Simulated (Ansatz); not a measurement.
# Ga: stress in a strained cell

Aim: deform Ga (zz strain of +3 %) and compute stress, forces and field gradients with LAPW, PAW and all-electron datasets made for the crystal.

Computed with Ansatz 0.2.0 (DFT LDA, scalar-relativistic, unless a step's input says otherwise).

### Step 1. The starting structure

It takes space group Cmcm (No. 63, orthorhombic). Conventional cell: a = 2.900 Å, b = 8.130 Å, c = 3.170 Å, α = 90.00°, β = 90.00°, γ = 90.00°. Ga (site symmetry m2m) has 8 Ga at 2.68 to 2.90 Å as nearest neighbours.

As a file:

```cif
data_structure
_symmetry_space_group_name_H-M 'Cmcm'
_symmetry_Int_Tables_number 63
_cell_length_a 2.9000
_cell_length_b 8.1300
_cell_length_c 3.1700
_cell_angle_alpha 90.000
_cell_angle_beta 90.000
_cell_angle_gamma 90.000
_cell_volume 74.74
loop_
_atom_site_label
_atom_site_type_symbol
_atom_site_symmetry_multiplicity
_atom_site_Wyckoff_symbol
_atom_site_fract_x
_atom_site_fract_y
_atom_site_fract_z
_atom_site_occupancy
Ga1 Ga 4 c 0.50000 0.63300 0.25000 1
```

The file gives the conventional cell by its symmetry; the runs use the cell typed in the input.

Atoms are numbered in the order of the input: Ga1, Ga2.

### Step 2. After the deformation

Space group Cmcm before, Cmcm after.

### Step 3. Full-potential LAPW

File input.yaml:

```yaml
crystal:
  lattice:
    - [1.45, -4.065, 0.0]
    - [1.45, 4.065, 0.0]
    - [0.0, 0.0, 3.2651]
  atoms:
    - { symbol: Ga, position: [0.867, 0.133, 0.25] }
    - { symbol: Ga, position: [0.133, 0.867, 0.75] }
kpoints:
  mp_grid: { grid: [12, 12, 10] }
  band_path:
    path:
      - [0.0, 0.0, 0.0]
      - [-0.5, 0.5, 0.0]
      - [-0.2818093587, 0.7181906413, 0.0]
      - [0.2818093587, 0.2818093587, 0.0]
      - [0.0, 0.0, 0.0]
      - [0.0, 0.0, 0.5]
      - [0.2818093587, 0.2818093587, 0.5]
      - [-0.2818093587, 0.7181906413, 0.5]
      - [-0.5, 0.5, 0.5]
    npoints: 5
scf:
  occupations: { method: fermi_dirac, width: 0.08 }
hamiltonian:
  xc: lda
  pseudopotentials: { kind: all_electron, lapw: { basis_error: 0.001 } }
output:
  forces: true
  stress: true
  eigenvalues: true
```

Launch:

```sh
> ansatz run input.yaml --threads 1 --pin off --max-ram 3072MiB --backend cpu --events-out ev --progress --plain --runs-dir out
```

### Step 4. Frozen-core PAW

File input.yaml:

```yaml
crystal:
  lattice:
    - [1.45, -4.065, 0.0]
    - [1.45, 4.065, 0.0]
    - [0.0, 0.0, 3.2651]
  atoms:
    - { symbol: Ga, position: [0.867, 0.133, 0.25] }
    - { symbol: Ga, position: [0.133, 0.867, 0.75] }
kpoints:
  mp_grid: { grid: [12, 12, 10] }
scf:
  occupations: { method: fermi_dirac, width: 0.08 }
hamiltonian:
  xc: lda
  pseudopotentials: { kind: paw }
output:
  forces: true
  stress: true
  eigenvalues: true
  efg: { contact_densities: true }
```

### Step 5. Datasets made for this crystal

Changes to input.yaml since step 4:

```diff
@@ -14,3 +14,3 @@
   xc: lda
-  pseudopotentials: { kind: paw }
+  pseudopotentials: { kind: all_electron, datasets: crystal }
 output:
```

(Steps that only read results are left out.)

**Question.** What will these runs give? Wanted: pressure; largest shear or deviatoric stress.

The runs gave:

```
                                 quantity                                              value
                                 pressure  LAPW -5.08, PAW -5.12, crystal datasets -5.08 GPa
largest shear or deviatoric stress (LAPW)                                           1.69 GPa
```

**Reading.** The largest part of the stress beyond the pressure is 1.69 GPa in size, in the xx component; the atoms are carried along and not relaxed. No run of the undeformed cell stands beside it, so the pressure holds what the given cell had before the change. PAW: stress within 0.04 GPa of LAPW, forces within 1 meV/Å. Crystal datasets: stress within 0.01 GPa of LAPW, forces within 1 meV/Å.
